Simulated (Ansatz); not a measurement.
Crystal: NaLaMnMoO6.

```
Na La Mn Mo O
1.0
     5.55735    0.00000    0.00053
     0.00000    5.59794    0.00000
    -0.06290    0.00000    8.02462
Na La Mn Mo O
2 2 2 2 12
Direct
  0.75008 0.51572 0.49924
  0.24992 0.01572 0.50076
  0.25715 0.95896 0.99937
  0.74285 0.45896 0.00063
  0.24767 0.48762 0.25607
  0.75233 0.98762 0.74393
  0.75559 0.99666 0.27090
  0.24441 0.49666 0.72910
  0.67335 0.97830 0.49061
  0.03402 0.81017 0.27726
  0.93353 0.28910 0.28026
  0.47817 0.20966 0.19922
  0.54435 0.73563 0.20079
  0.82956 0.01818 0.00392
  0.32665 0.47830 0.50939
  0.96598 0.31017 0.72274
  0.06647 0.78910 0.71974
  0.52183 0.70966 0.80078
  0.45565 0.23563 0.79921
  0.17044 0.51818 0.99608
```

The cell was built by a generator and needn't be a form met in nature.

Base run:

* Program: Ansatz 0.2.0
* Functional: PBE
* Potentials or basis: Ansatz PAW
* Cutoff: 420 eV (not typed: the program's choice for these potentials)
* k mesh: 5 × 5 × 4
* Occupations: fermi-dirac, width 0.05 eV
* Spin: collinear spin, ferromagnetic start
* Starting moments: [0.0, 0.0, 0.0, 0.0, 4.0, 4.0, 1.0, 1.0, 0.0, 0.0, 0.0, 0.0, 0.0, 0.0, 0.0, 0.0, 0.0, 0.0, 0.0, 0.0] μB
* Hubbard terms: La f U = 6 eV, Mn d U = 6 eV, Mo d U = 6 eV

Its results: band gap on the k mesh 1.38 eV, indirect (least direct gap 1.40 eV); pressure 3.7 GPa; net moment 10.00 μB per cell; site moments Na -0.00; La +0.00; Mn +4.10; Mo +0.17; O -0.03, -0.02, -0.00, -0.01, +0.02 μB; largest force 1.079 eV/Å.

**Question.** The run is repeated on the same cell with these changes: hubbard terms from La f U = 6 eV, Mn d U = 6 eV, Mo d U = 6 eV to La f U = 4 eV, Mn d U = 4 eV, Mo d U = 4 eV. What comes out?

**Answer.** Band gap on the k mesh 1.09 eV, indirect (least direct gap 1.12 eV); pressure 2.6 GPa; net moment 10.00 μB per cell; site moments Na +0.00; La +0.00; Mn +4.04; Mo +0.16; O -0.01, -0.00, +0.00, +0.01, +0.03 μB; largest force 0.841 eV/Å.

Caveats: the magnetic or orbital state may not be the lowest; odd divisions of the mesh miss points on the zone boundary, where band edges often lie, so the gap on the mesh can be too wide; spin-orbit coupling is left out, which moves the levels of the heavy elements; only a ferromagnetic start was run, and an antiferromagnetic order may lie lower in energy; forces of over 1 eV/Å show positions far from the minimum, so gaps and moduli don't describe the material at rest (some runs).

A k mesh can miss the band edges.
